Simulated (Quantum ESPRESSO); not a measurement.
**CoSi2: relaxation of the atoms with LDA**

The system is CoSi2.

```
CELL_PARAMETERS angstrom
2.19623 0.00000 3.01441
-1.09812 1.90199 3.01441
-1.09812 -1.90199 3.01441
ATOMIC_POSITIONS crystal
Co 0.00000 0.00000 0.00000
Si 0.25000 0.25000 0.25000
Si 0.75000 0.75000 0.75000
```

The cell was built by a generator and needn't be a form met in nature.

```yaml
Program: Quantum ESPRESSO 7.5
Task: relaxation of the atoms
Functional: LDA
Potentials_or_basis: GBRV 1.5 LDA
Cutoff: 762 eV
Density_cutoff: 6095 eV
k_mesh: 16 × 16 × 16
Occupations: methfessel-paxton, width 0.1 eV
Spin: no spin polarisation
Form_of_the_LDA_correlation: PZ81
Mixing_beta: 0.5
Most_SCF_iterations: 120
SCF_threshold: 6e-10 Ry
Most_ionic_steps: 40
Forc_conv_thr: 0.0004 Ry/bohr
Etot_conv_thr: 1e-05 Ry
Ion_dynamics: bfgs
```

```json
{
 "Energy gained by relaxing": "2.6 meV/atom",
 "Ionic steps": "5",
 "Band gap on the k mesh": "none (metal or under the smearing width)"
}
```

The path:
```tsv
step	energy change (eV)	largest force (eV/Å)
1	0.0000	0.3082
2	-0.0034	0.2314
3	-0.0061	0.1480
4	-0.0079	0.0258
5	-0.0079	0.0005
```

Final structure:
```
CELL_PARAMETERS angstrom
2.19623 0.00000 3.01441
-1.09812 1.90199 3.01441
-1.09812 -1.90199 3.01441
ATOMIC_POSITIONS crystal
Co 0.00000 0.00000 0.00000
Si 0.25288 0.25288 0.25288
Si 0.74712 0.74712 0.74712
```

Levels at points of the mesh, in eV from the Fermi level:
```csv
k point,band 11,band 12,band 13,band 14,band 15,band 16
"(0.00, 0.00, 0.00)",0.77,3.27,3.27,3.43,3.43,3.69
"(0.00, 0.00, -0.50)",-1.64,-0.62,-0.20,2.83,3.46,3.67
"(0.00, -0.50, -0.50)",-2.00,-1.92,-1.36,1.64,2.95,8.62
"(-0.50, -0.50, -0.50)",-1.64,-0.55,-0.55,2.33,3.32,3.32
```

It took 17 min on 1 thread of AMD EPYC 7R43 64-Core Processor (Zen 3), with other jobs on the host, peak memory 0.39 GiB.

Spin polarisation is off, so any magnetic state and its effect on volume and gap are missing.
